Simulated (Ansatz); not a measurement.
**MnZn3: relaxation by PAW and LAPW**

Aim: relax MnZn3 (cell and atoms relaxed from 1.04 times the given volume) with PAW and LAPW. Both runs start alike, so that frozen cores can be judged against all electrons.

Computed with Ansatz 0.2.0 (DFT LDA, scalar-relativistic, unless a step's input says otherwise).

### 1 The starting structure

The structure is cubic, space group Pm-3m (No. 221). The conventional cell has a = 3.911 Å, b = 3.911 Å, c = 3.911 Å, α = 90.00°, β = 90.00°, γ = 90.00°. Mn (site symmetry m-3m) is surrounded by 12 Zn at 2.77 Å. Zn (site symmetry 4/mmm) is surrounded by 4 Mn at 2.77 Å and 8 Zn at 2.77 Å.

As a file:

```xyz
4
Lattice="3.9108 0.0000 0.0000 0.0000 3.9108 0.0000 0.0000 0.0000 3.9108" Properties=species:S:1:pos:R:3 pbc="T T T"
Mn    0.0000    0.0000    0.0000
Zn    0.0000    1.9554    1.9554
Zn    1.9554    0.0000    1.9554
Zn    1.9554    1.9554    0.0000
```

Atoms are numbered in the order of the input: Mn1, Zn2, Zn3, Zn4.

### 2 PAW with frozen cores

The input, input.yaml:

```yaml
crystal:
  lattice:
    - [3.9107952988, 0.0, 0.0]
    - [0.0, 3.9107952988, 0.0]
    - [0.0, 0.0, 3.9107952988]
  atoms:
    - { symbol: Mn, position: [0.0, 0.0, 0.0], spin: 4.0 }
    - { symbol: Zn, position: [0.0, 0.5, 0.5] }
    - { symbol: Zn, position: [0.5, 0.0, 0.5] }
    - { symbol: Zn, position: [0.5, 0.5, 0.0] }
magnetization:
  spin_polarized: true
kpoints:
  mp_grid: { grid: [9, 9, 9] }
scf:
  occupations: { method: fermi_dirac, width: 0.05 }
hamiltonian:
  xc: lda
  pseudopotentials: { kind: paw }
output:
  forces: true
  stress: true
  efg: { contact_densities: true }
relax:
  f_tol: 0.005
  max_steps: 80
  cell: {}
```

Command:

```console
$ ansatz run input.yaml --threads 1 --pin off --max-ram 6144MiB --backend cpu --events-out ev --progress --plain --runs-dir out
```

### 4 Full-potential LAPW

Changes to input.yaml since step 2:

```diff
@@ -18,3 +18,3 @@
   xc: lda
-  pseudopotentials: { kind: paw }
+  pseudopotentials: { kind: all_electron, lapw: { basis_error: 0.001 } }
 output:
@@ -22,3 +22,2 @@
   stress: true
-  efg: { contact_densities: true }
 relax:
```

(Steps that only read results are left out.)

**Question.** What will these runs give? Wanted: PAW: cell; PAW: volume; PAW: energy gained; PAW: accepted moves; PAW: space group; LAPW: cell; LAPW: volume; LAPW: energy gained; LAPW: accepted moves.

The runs gave:

| quantity | value |
| --- | --- |
| PAW: cell | a = 3.657 Å, b = 3.657 Å, c = 3.657 Å, α = 90.00°, β = 90.00°, γ = 90.00° |
| PAW: volume | 12.230 Å³/atom |
| PAW: energy gained | 164.1 meV/atom |
| PAW: accepted moves | 4 |
| PAW: space group | Pm-3m → Pm-3m |
| LAPW: cell | a = 3.656 Å, b = 3.656 Å, c = 3.656 Å, α = 90.00°, β = 90.00°, γ = 90.00° |
| LAPW: volume | 12.221 Å³/atom |
| LAPW: energy gained | 163.9 meV/atom |
| LAPW: accepted moves | 4 |
| LAPW: space group | Pm-3m → Pm-3m |

What this shows: By PAW the volume changes by -18.2 % in 4 moves, and the energy falls by 164.1 meV/atom. PAW's final volume lies +0.07 % from LAPW's, and its energy gain differs from LAPW's by +0.2 meV/atom. LAPW took about 5 times as long as PAW (4.5 min against 57 s, on a shared host and with the outputs that each input asks for).
